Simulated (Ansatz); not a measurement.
**YInSe3: a trial structure relaxed**

The task: take a trial cell of YInSe3 to zero force and stress.

Method: DFT PBE, scalar-relativistic, plane waves, PAW, in Ansatz 0.2.0.

## 1. The starting structure

The structure is tetragonal, space group I4/mcm (No. 140). The conventional cell has a = 7.431 Å, b = 7.431 Å, c = 10.509 Å, α = 90.00°, β = 90.00°, γ = 90.00°. Y (site symmetry -42m) has 12 Se at 3.60 to 3.84 Å in its first shell of neighbours. Around In (site symmetry 4/m) lie 6 Se at 2.63 Å. Se (site symmetry m2m) is surrounded by 2 In at 2.63 Å and 4 Y at 3.60 to 3.84 Å. Se (site symmetry 422) has 2 In at 2.63 Å and 4 Y at 3.72 Å in its first shell of neighbours.

As a file:

```
Y In Se
1.0
    -3.71554    3.71554    5.25457
     3.71554   -3.71554    5.25457
     3.71554    3.71554   -5.25457
Y In Se
2 2 6
Direct
  0.75000 0.25000 0.50000
  0.25000 0.75000 0.50000
  0.50000 0.50000 0.00000
  0.00000 0.00000 0.00000
  0.26602 0.76602 0.03204
  0.76602 0.73398 0.50000
  0.75000 0.75000 0.00000
  0.73398 0.23398 0.96796
  0.23398 0.26602 0.50000
  0.25000 0.25000 0.00000
```

Recipe of the guess: perovskite family, tilts a0a0c- (I4/mcm, No. 140). The dimensions are guesses.

## 2. The guess as it stands, on a coarse mesh

File input.yaml:

```yaml
crystal:
  lattice:
    - [-3.71554069, 3.71554069, 5.25456803]
    - [3.71554069, -3.71554069, 5.25456803]
    - [3.71554069, 3.71554069, -5.25456803]
  atoms:
    - { symbol: "Y", position: [0.75, 0.25, 0.5] }
    - { symbol: "Y", position: [0.25, 0.75, 0.5] }
    - { symbol: In, position: [0.5, 0.5, 0.0] }
    - { symbol: In, position: [0.0, 0.0, 0.0] }
    - { symbol: Se, position: [0.26602176, 0.76602176, 0.03204352] }
    - { symbol: Se, position: [0.76602176, 0.73397824, 0.5] }
    - { symbol: Se, position: [0.75, 0.75, 0.0] }
    - { symbol: Se, position: [0.73397824, 0.23397824, 0.96795648] }
    - { symbol: Se, position: [0.23397824, 0.26602176, 0.5] }
    - { symbol: Se, position: [0.25, 0.25, 0.0] }
basis:
  ecutwfc: 420
kpoints:
  mp_grid: { grid: [4, 4, 4] }
hamiltonian:
  xc: pbe
scf:
  occupations: { method: gaussian, width: 0.1 }
  lower_state_search: "off"
output:
  forces: true
  stress: true
  eigenvalues: true
```

Run with:

```
ansatz run input.yaml --threads 1 --pin off --max-ram 2560MiB --backend cpu --events-out ev --progress --plain --runs-dir out
```

The session goes on with these runs: rough relaxation on the coarse mesh; full relaxation.

Before running it: what results should come out? Wanted: conventional cell; volume; energy over the elements; gap on the mesh.

The runs gave:

| quantity | value |
| --- | --- |
| symmetry at the end (tolerance 0.05 Å) | space group I4/mcm (No. 140) |
| conventional cell | a = 7.167 Å, b = 7.167 Å, c = 10.472 Å, α = 90.00°, β = 90.00°, γ = 90.00° |
| volume | 26.90 Å³/atom |
| energy over the elements | -0.80 eV/atom |
| gap on the mesh | none (metal) |

In words: The space group I4/mcm (No. 140) is kept, and the volume per atom shrinks by 7.3 % from the first guess. A negative formation energy is needed for stability but isn't enough; other structures and compounds were not set against it here. No finished test with a distortion of lower symmetry is shown, so the end may be a saddle point.
